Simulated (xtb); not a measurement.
# Sn2S2F4 (cyclo-(F2SnS)2): GFN2-xTB

Wanted: a geometry optimisation of Sn2S2F4 (cyclo-(F2SnS)2). 

The results are computed with xtb 6.7.1.

6 further runs of the same task are left out: 6 set aside as unsound or not needed.

## Step 1: The structure to begin with

Sn2S2F4 has 8 atoms, charge 0, and is taken as a singlet. Geometry: a GFN2-xTB relaxation, a rough one for these elements and not checked as a minimum. The run starts from this shape.

Bond lengths: Sn1–F2 1.987 Å, Sn1–F3 1.987 Å, Sn1–S4 2.480 Å, S4–Sn5 2.481 Å, Sn5–F6 1.987 Å, Sn5–F7 1.988 Å, Sn1–S8 2.480 Å, Sn5–S8 2.480 Å. Some angles: F2–Sn1–F3 103.9°, F2–Sn1–S4 113.7°, F2–Sn1–S8 113.8°, F3–Sn1–S4 113.8°, F3–Sn1–S8 113.7°, S4–Sn1–S8 98.4°, Sn1–S4–Sn5 81.6°, S4–Sn5–F6 113.7°, S4–Sn5–F7 113.8°, S4–Sn5–S8 98.4°.

## Step 2: A geometry optimisation at GFN2-xTB

File geom.xyz:

```xyz
8
start
Sn    -0.60331000     1.39920000     0.55242000
F     -2.29676000     1.69744000     1.54904000
F      0.18078000     3.21792000     0.38913000
S     -0.91518000     0.24532000    -1.62049000
Sn     0.60327000    -1.39993000    -0.55160000
F      2.29504000    -1.69180000    -1.55272000
F     -0.17579000    -3.22106000    -0.38771000
S      0.91195000    -0.24708000     1.62192000
```

The run is started by

```sh
$ xtb geom.xyz --gfn 2 -o vtight -u 0 > out.txt
```

Q: Predict the results. Wanted: total energy at the end; dipole moment; HOMO energy; LUMO energy; HOMO–LUMO gap; dispersion energy; mean polarisability.

**Answer.** As computed:

Level: GFN2-xTB.

| quantity | value |
| --- | --- |
| total energy at the end | -29.81328 Eh |
| dipole moment | 0.01 D |
| HOMO energy | -12.59 eV |
| LUMO energy | -11.56 eV |
| HOMO–LUMO gap | 1.03 eV |
| dispersion energy | -25.07 kJ/mol |
| mean polarisability (D4 model) | 120.3 bohr³ |

**Reading.** At the final geometry: Bond lengths: Sn1–F2 1.987 Å, Sn1–F3 1.987 Å, Sn1–S4 2.479 Å, S4–Sn5 2.480 Å, Sn5–F6 1.987 Å, Sn5–F7 1.987 Å, Sn1–S8 2.480 Å, Sn5–S8 2.480 Å. Some angles: F2–Sn1–F3 103.6°, F2–Sn1–S4 113.8°, F2–Sn1–S8 113.8°, F3–Sn1–S4 113.8°, F3–Sn1–S8 113.8°, S4–Sn1–S8 98.4°, Sn1–S4–Sn5 81.6°, S4–Sn5–F6 113.8°, S4–Sn5–F7 113.8°, S4–Sn5–S8 98.4°. The optimisation took 10 steps and changed the energy by -0.000 eV.
